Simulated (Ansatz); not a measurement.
# CH6Ge: the cost of one run

Program: Ansatz 0.2.0, Gaussian basis. Level of theory: PBE0-D4/def2-TZVP structures, single points in def2-TZVPP, no counterpoise correction. These are calculated values, not measurements.

Levels: SPW92, PBE-D4, BLYP-D4, r2SCAN-D4, B97M-V, PBE0-D4, B3LYP-D4, r2SCAN0-D4, BHLYP-D4, CAM-B3LYP-D4, wB97X-V, wB97M-V, B2PLYP, PBE-QIDH, RPA on PBE, Hartree-Fock, MP2, CCSD, CCSD(T).

Correlated methods freeze the cores. Filled d shells of the heavier atoms are correlated. B3LYP uses VWN-RPA correlation. B2PLYP carries no dispersion term here.

94 further runs of the same task are left out: 94 set aside as unsound or not needed.

## Step 1: Starting geometry

The complex: 10 atoms, charge 0, spin multiplicity 1.

Atoms are counted from 1 here; the program's logs count them from 0.

Bond lengths: Ge1–H2 1.550 Å, Ge1–H3 1.537 Å, Ge1–H4 1.537 Å, Ge1–C5 1.949 Å, C5–H8 1.091 Å, C5–H9 1.090 Å, C5–H10 1.090 Å, H6–Cl7 1.286 Å. Angles: H2–Ge1–H3 107.1°, H2–Ge1–H4 107.3°, H2–Ge1–C5 110.1°, H3–Ge1–H4 109.3°, H3–Ge1–C5 111.4°, H4–Ge1–C5 111.4°, Ge1–C5–H8 109.9°, Ge1–C5–H9 110.4°, Ge1–C5–H10 110.3°, H8–C5–H9 108.9°, H8–C5–H10 108.8°, H9–C5–H10 108.5°.

Geometry (Å):

```xyz
10

Ge   -0.5397   -0.3290   -0.9806
H     0.1770    1.0009   -1.3256
H    -0.1028   -1.3639   -2.0301
H    -2.0512   -0.0804   -1.1092
C    -0.0631   -0.8975    0.8216
H     1.0026    2.0477    0.0436
Cl    1.4899    2.6468    1.0716
H    -0.5669   -1.8346    1.0614
H    -0.3599   -0.1416    1.5491
H     1.0141   -1.0486    0.8984
```

Its parts: CH6Ge holds atoms 1, 2, 3, 4, 5, 8, 9, 10; HCl holds atoms 6, 7. Each part counts its atoms afresh in its own runs.

## Step 2: Relaxing CH6Ge alone

Input file relax-a/in.yaml:

```yaml
crystal:
  periodic: [false, false, false]
  atoms:
    - {symbol: Ge, position_ang: [-0.539692, -0.328981, -0.980629]}
    - {symbol: H, position_ang: [0.177013, 1.000861, -1.325604]}
    - {symbol: H, position_ang: [-0.102782, -1.363884, -2.030100]}
    - {symbol: H, position_ang: [-2.051228, -0.080364, -1.109220]}
    - {symbol: C, position_ang: [-0.063148, -0.897468, 0.821579]}
    - {symbol: H, position_ang: [-0.566882, -1.834600, 1.061408]}
    - {symbol: H, position_ang: [-0.359929, -0.141563, 1.549082]}
    - {symbol: H, position_ang: [1.014062, -1.048589, 0.898378]}
basis:
  gaussian: {orbitals: def2-TZVP}
hamiltonian: {xc: pbe0, dispersion: d4}
relax: {f_tol: 0.005, max_steps: 200}
```

The run is started by

```bash
ansatz run in.yaml --threads 4 --pin off --events-out ev --progress --plain --max-ram 9574MiB
```

**Question.** How long does this run take on 4 threads of Intel Xeon at 2.50GHz, shared host?

About 9.1 s.
